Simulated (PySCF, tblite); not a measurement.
# C₃H₅F₂OSi radical: geometry, infrared bands and EPR parameters

Aim: predict the infrared bands and EPR parameters of C₃H₅F₂OSi radical (`[H]/[C]=C\O[SiH2]C(F)F`).

Programs: tblite 0.8.0 and PySCF 2.14.0, with density-fitted response routines of our own. Each step states its level of theory. These are calculated values for one molecule in the gas phase, unless marked as measured. Atoms are numbered from 0 throughout.

**1. Starting geometry**

12 atoms, charge 0, multiplicity 2; geometry from: force field or distance geometry start.

Bonds of the start (Å): C0–C1 1.29, C1–O2 1.38, O2–Si3 1.66, Si3–C4 1.85, C4–F5 1.36, C4–F6 1.37, C0–H7 1.07, C1–H8 1.08, Si3–H9 1.48, Si3–H10 1.50, C4–H11 1.09.

**2. Geometry optimisation with GFN2-xTB**

The job: settings as JSON, then the geometry in Å.

```
{"job": {"kind": "relax", "xc": "GFN2-xTB", "basis": "xTB"}, "charge": 0, "multiplicity": 2}
C     -3.065700     0.173400     0.123700
C     -1.965100    -0.194400    -0.428900
O     -0.805400     0.161300     0.227200
Si     0.671700    -0.278000    -0.398700
C      2.105900     0.359100     0.572800
F      3.268700    -0.127600     0.056200
F      2.188100     1.718700     0.453200
H     -3.979700     0.495500     0.581700
H     -1.895000    -0.760800    -1.340700
H      0.719400     0.127400    -1.817700
H      0.694900    -1.778100    -0.419200
H      2.063400     0.102800     1.629200
```

Run with:

```sh
> OMP_NUM_THREADS=1 python probes_run.py task.json out
```

This one command runs all jobs of the session in turn.

The program printed:

```text
step      E/eV     max force
  0    -656.57650    3.015
  1    -656.74417    1.066
  2    -656.78586    0.750
  3    -656.81447    0.964
  4    -656.83976    0.588
  5    -656.86192    0.489
  6    -656.87094    0.241
  7    -656.87447    0.196
  8    -656.87890    0.199
  9    -656.88390    0.255
 10    -656.89043    0.255
 11    -656.89805    0.279
 12    -656.90661    0.294
 13    -656.91408    0.280
 14    -656.91985    0.245
 15    -656.92544    0.184
 16    -656.93252    0.259
 17    -656.94022    0.375
 18    -656.94438    0.330
 19    -656.95129    0.267
 20    -656.95603    0.190
 21    -656.96246    0.168
 22    -656.96598    0.198
 23    -656.96881    0.181
 24    -656.97056    0.134
 25    -656.97267    0.127
 26    -656.97511    0.180
 27    -656.97775    0.205
 28    -656.98014    0.215
 29    -656.98244    0.132
 30    -656.98507    0.291
 31    -656.98841    0.175
 32    -656.99355    0.181
 33    -656.99617    0.155
 34    -656.99828    0.133
 35    -657.00005    0.196
 36    -657.00189    0.186
 37    -657.00364    0.085
 38    -657.00503    0.091
 39    -657.00610    0.148
 40    -657.00703    0.169
 41    -657.00767    0.132
 42    -657.00792    0.032
 43    -657.00797    0.020
 44    -657.00799    0.013
 45    -657.00800    0.012
 46    -657.00803    0.016
 47    -657.00808    0.025
 48    -657.00814    0.030
 49    -657.00820    0.025
 50    -657.00825    0.018
 51    -657.00830    0.020
 52    -657.00836    0.022
 53    -657.00843    0.028
 54    -657.00852    0.028
 55    -657.00863    0.027
 56    -657.00874    0.032
 57    -657.00888    0.034
 58    -657.00904    0.035
 59    -657.00920    0.027
 60    -657.00933    0.020
 61    -657.00940    0.017
 62    -657.00945    0.018
 63    -657.00953    0.022
 64    -657.00963    0.023
 65    -657.00973    0.021
 66    -657.00978    0.025
 67    -657.00982    0.025
 68    -657.00986    0.024
 69    -657.00996    0.023
 70    -657.01011    0.031
 71    -657.01027    0.033
 72    -657.01037    0.014
 73    -657.01042    0.022
 74    -657.01044    0.014
 75    -657.01046    0.012
 76    -657.01050    0.010
 77    -657.01052    0.011
 78    -657.01058    0.017
 79    -657.01064    0.015
 80    -657.01071    0.017
 81    -657.01077    0.019
 82    -657.01082    0.020
 83    -657.01088    0.017
 84    -657.01096    0.024
 85    -657.01107    0.027
 86    -657.01113    0.017
 87    -657.01116    0.017
 88    -657.01118    0.013
 89    -657.01119    0.005
```

Run time: 0.35 s. Hardware: 1 thread of Intel Xeon 6975P-C, shared host.

The steps of the relaxation: (not every step is listed)

```tsv
step	energy from step 0 (eV)	largest force (eV/Å)
0	0.0000	3.0148
1	-0.1677	1.0656
2	-0.2094	0.7501
3	-0.2380	0.9643
4	-0.2633	0.5884
5	-0.2854	0.4888
6	-0.2944	0.2415
7	-0.2980	0.1962
8	-0.3024	0.1988
15	-0.3489	0.1845
22	-0.3895	0.1976
29	-0.4059	0.1317
36	-0.4254	0.1860
43	-0.4315	0.0197
50	-0.4317	0.0182
57	-0.4324	0.0342
64	-0.4331	0.0229
71	-0.4338	0.0329
78	-0.4341	0.0171
84	-0.4345	0.0237
85	-0.4346	0.0269
86	-0.4346	0.0171
87	-0.4347	0.0173
88	-0.4347	0.0134
89	-0.4347	0.0046
```

Close pairs (by a distance rule), those that changed most:

```tsv
bond	before (Å)	after (Å)	change (Å)
Si3–C4	1.846	1.929	+0.083
O2–Si3	1.663	1.615	-0.048
Si3–H10	1.500	1.461	-0.039
Si3–H9	1.477	1.460	-0.017
C0–H7	1.072	1.061	-0.011
C4–H11	1.088	1.098	+0.011
C1–H8	1.076	1.084	+0.009
C4–F6	1.367	1.361	-0.006
```

The final coordinates are the input of the step that follows.

**3. Harmonic vibrations with GFN2-xTB**

The job: settings as JSON, then the geometry in Å.

```
{"job": {"kind": "ir", "xc": "GFN2-xTB", "basis": "xTB"}, "charge": 0, "multiplicity": 2}
C     -3.069548     0.170215     0.183253
C     -2.020827    -0.268849    -0.426494
O     -0.725633    -0.024953    -0.012591
Si     0.701659    -0.394052    -0.672824
C      1.900696     0.396459     0.614944
F      3.115917    -0.216665     0.547900
F      2.135123     1.705811     0.325779
H     -3.393686     0.744278     1.014794
H     -2.087168    -0.874743    -1.323398
H      0.913968     0.241120    -1.969658
H      0.952162    -1.833275    -0.707115
H      1.578536     0.353969     1.664160
```

The program printed:

```text
mode    cm-1     km/mol
  1      21.7      1.87
  2      43.2      0.84
  3      80.8      2.38
  4     105.4      1.35
  5     196.3      2.20
  6     243.7      5.61
  7     292.4     22.48
  8     370.0      1.50
  9     481.2     32.68
 10     535.3     76.47
 11     576.2      2.01
 12     589.3     58.14
 13     652.7     97.49
 14     680.4      6.41
 15     750.7    267.83
 16     779.7    158.32
 17     827.4     42.21
 18     903.9     23.17
 19    1003.2    126.10
 20    1063.0    157.42
 21    1084.8    231.07
 22    1230.9     41.67
 23    1254.9      6.95
 24    1270.1      2.93
 25    1690.6     24.16
 26    2284.0    358.06
 27    2313.4    120.35
 28    2901.6     35.39
 29    2990.6     16.77
 30    3238.7      1.53
```

It took 0.24 s on 1 thread of Intel Xeon 6975P-C, shared host.

The strongest bands and the atoms that carry them (share of the mass-weighted mode):

```tsv
cm⁻¹	km/mol	atoms
653	97.5	H7 44 %, C0 29 %, Si3 11 %
751	267.8	H10 41 %, H9 39 %, Si3 13 %
780	158.3	H10 47 %, H9 46 %
1003	126.1	C4 62 %, F5 18 %, F6 16 %
1063	157.4	O2 57 %, C1 18 %
1085	231.1	C4 45 %, F5 15 %, F6 15 %, H11 11 %
2284	358.1	H10 70 %, H9 26 %
2313	120.3	H9 71 %, H10 27 %
```

**4. g tensor and hyperfine couplings: B3LYP/pcH-1**

Settings changed since step 3:

```diff
@@ -1,2 +1,2 @@
-{"job": {"kind": "ir", "xc": "GFN2-xTB", "basis": "xTB"}, "charge": 0, "multiplicity": 2}
+{"job": {"kind": "epr", "basis": "pcH-1"}, "charge": 0, "multiplicity": 2}
 C     -3.069548     0.170215     0.183253
```

Level: UKS B3LYP, pcH-1 on C F H O Si, non-relativistic, mean-field spin-orbit, GIAO.

The program printed:

```text
UKS, coarse grid
  cycle   1  E = -681.52016427  |g| = 6.70e-01
  cycle   2  E = -681.27078650  |g| = 1.10e+00
  cycle   3  E = -681.65801971  |g| = 1.12e-01
  cycle   4  E = -681.66122090  |g| = 7.15e-02
  cycle   5  E = -681.66333317  |g| = 1.24e-02
  cycle   6  E = -681.66341494  |g| = 4.76e-03
  cycle   7  E = -681.66343747  |g| = 2.14e-03
  cycle   8  E = -681.66344689  |g| = 1.52e-03
  cycle   9  E = -681.66345021  |g| = 5.30e-04
UKS, final grid
  cycle   1  E = -681.66345547  |g| = 6.18e-04
  cycle   2  E = -681.66345533  |g| = 1.01e-03
  cycle   3  E = -681.66345583  |g| = 1.69e-04
  cycle   4  E = -681.66345588  |g| = 1.28e-04
  cycle   5  E = -681.66345592  |g| = 6.59e-05
  cycle   6  E = -681.66345592  |g| = 7.78e-06
E = -681.66345592 Eh   <S^2> = 0.7586 (exact 0.7500)
g shifts (ppm)      1          2          3
  rmc          -154       -154       -154
  gc             33         11        -40
  oz_so        -411         46        295
  total        -532        -97        101
hyperfine (MHz)  atom isotope    a_iso     a_fc   dipolar eigenvalues
    0   13C     309.25     309.38    -83.69    -62.00    145.69
    1   13C      37.39      37.38    -18.38      3.80     14.57
    2   17O     -82.60     -82.59    -17.08      5.75     11.33
    3  29Si      -6.53      -6.55     -4.78      2.26      2.52
    4   13C       2.75       2.75     -0.30     -0.10      0.40
    5   19F       4.08       4.06     -2.40     -2.23      4.63
    6   19F       0.31       0.31     -0.79      0.07      0.72
    7    1H       9.87       9.87    -33.93     -7.15     41.09
    8    1H      70.53      70.54     -6.99     -4.35     11.34
    9    1H      -0.26      -0.26     -0.92     -0.62      1.54
   10    1H       0.25       0.25     -0.92     -0.58      1.50
   11    1H      -0.30      -0.30     -0.75     -0.52      1.28
```

It took 40 s on 1 thread of Intel Xeon 6975P-C, shared host; peak memory 0.79 GiB.

Principal g values 2.00179, 2.00222, 2.00242; g(iso) = 2.00214, against 2.00232 for a free electron.

Mean a(iso) over the nuclei that a row names, and the largest dipolar term of the row (other rows stand at the frozen geometry):

```tsv
nuclei	isotope	a(iso) (MHz)	a(iso) (G, at g = 2.0023)	largest dipolar term (MHz)
C0	13C	309.3	110.3	145.7
O2	17O	-82.6	-29.5	-17.1
H8	1H	70.5	25.2	11.3
C1	13C	37.4	13.3	-18.4
H7	1H	9.9	3.5	41.1
Si3	29Si	-6.5	-2.3	-4.8
C4	13C	2.8	1.0	0.4
F5, F6	19F	2.2	0.8	4.6
H11	1H	-0.3	-0.1	1.3
H9, H10	1H	0.0	0.0	1.5
```

Mulliken spin populations:

```tsv
atom	value (e)
C0	1.07
C1	-0.14
O2	0.03
Si3	0.01
C4	0.00
F5	0.00
F6	0.00
H7	-0.01
H8	0.03
H9	0.00
H10	0.00
H11	0.00
```

In first order the couplings over 0.8 MHz of 1H, 19F give 12 distinct lines over 30.3 G, if the averaged nuclei exchange fast; the same motion can average rows kept apart here too.

Orbitals, density, ELF and potential are computed afterwards from the orbital file.

ELF in a plane through or near 7 of the atoms.

Values, 10 rows by 14 columns:
```
0.00 0.00 0.00 0.00 0.00 0.00 0.00 0.00 0.00 0.00 0.00 0.00 0.00 0.00
0.00 0.00 0.00 0.00 0.00 0.00 0.00 0.00 0.00 0.00 0.01 0.00 0.00 0.00
0.00 0.00 0.00 0.00 0.01 0.10 0.03 0.00 0.00 0.08 0.92 0.94 0.04 0.00
0.00 0.00 0.01 0.01 0.25 0.61 0.04 0.21 0.14 0.13 0.98 0.98 0.17 0.00
0.00 0.00 0.36 0.59 0.25 0.40 0.14 0.79 0.79 0.39 0.30 0.84 0.59 0.03
0.00 0.00 0.33 0.83 0.19 0.88 0.46 0.85 0.75 0.61 0.58 0.74 0.62 0.01
0.00 0.00 0.02 0.19 0.01 0.13 0.49 0.20 0.06 0.99 0.89 0.02 0.03 0.00
0.00 0.00 0.00 0.00 0.01 0.18 0.40 0.16 0.01 0.98 0.94 0.01 0.00 0.00
0.00 0.00 0.00 0.00 0.00 0.02 0.04 0.02 0.00 0.02 0.01 0.00 0.00 0.00
0.00 0.00 0.00 0.00 0.00 0.00 0.00 0.00 0.00 0.00 0.00 0.00 0.00 0.00
```
The map spans 11.7 Å across and 8.5 Å up, centred on the molecule. Atoms in the plane (x, y in Å): C0 (3.0, 0.6), C1 (2.1, -0.3), O2 (0.7, 0.1), Si3 (-0.6, -0.8), C4 (-2.0, 0.6), H7 (3.3, 1.6), H8 (2.2, -1.3).

log10 of the density (e/Å³) in the same plane.

Ten even steps from ' ' (-4.0) to '@' (1.9):
```
                                                        
                                                        
                ......                ........          
            ....::::::::..        ....::----::::..      
          ..::::--------::........::::--======--::..    
          ::--====++====--::::::::----==++**++==--..    
        ::--====++**++++==--======--==++**##**++--::..  
      ::--==++++**##**++====++++++==++**####**++==::..  
    ..--==++****##@@##**++++**##**++****@@%%**++==--..  
    ..--++**####**####**++**##@@##**########**++==--..  
    ..--==******++******##**########@@##****++==--::..  
      ::==++++++==++++%%@@%%********####**++==----::    
      ..::--========++**##**++++++**####++==--::::..    
          ..::::--==++++**++++====++****++==::....      
              ..::--==++++++==----========--::..        
              ..::::--======--::::--------::..          
                ..::::------::::....::::....            
                  ....::::::....                        
                        ..                              
                                                        
```
The map spans 11.7 Å across and 8.5 Å up, centred on the molecule. Atoms in the plane (x, y in Å): C0 (3.0, 0.6), C1 (2.1, -0.3), O2 (0.7, 0.1), Si3 (-0.6, -0.8), C4 (-2.0, 0.6), H7 (3.3, 1.6), H8 (2.2, -1.3).

On the surface of density 0.002 e/bohr³ the electrostatic potential runs, from the 1st to the 99th percentile, from -0.93 V near F6 to 1.94 V near H8.

The spin density lies nearest to C0 74 %; H7 10 %; C1 7 % (beta excess).

**5. Summary of results**

| quantity | value |
| --- | --- |
| strongest single infrared mode (GFN2-xTB) | 2284 cm⁻¹, 358 km/mol |
| zero-point energy (GFN2-xTB) | 43.5 kcal/mol |
| g(iso) (B3LYP) | 2.00214 |
| ⟨S²⟩ | 0.759 (exact 0.75) |
| largest a(iso) (averaged by class) | 13C on C0, 309.3 MHz |
| potential on the surface of density 0.002 e/bohr³, 1st and 99th percentile | -0.93 V and 1.94 V |

**Reading.** The optimisation took 89 steps and gained 0.435 eV; among the close pairs (by a distance rule), Si3–C4 changed most, from 1.846 to 1.929 Å. No mode is imaginary among the 30: a minimum at this level. The strongest single mode, at 2284 cm⁻¹, moves mainly H10. Unscaled tight-binding wavenumbers are off by several per cent, some by more. Its intensities can rank the bands wrongly. Most of the unpaired spin sits on C0 (1.07 e). The isotropic g lies 0.2 ppt below the free-electron value. These values are for one conformer; the search (at its own cheap level) found 2 more, at 0.59, 1.69 kcal/mol, and measured spectra average over such forms.
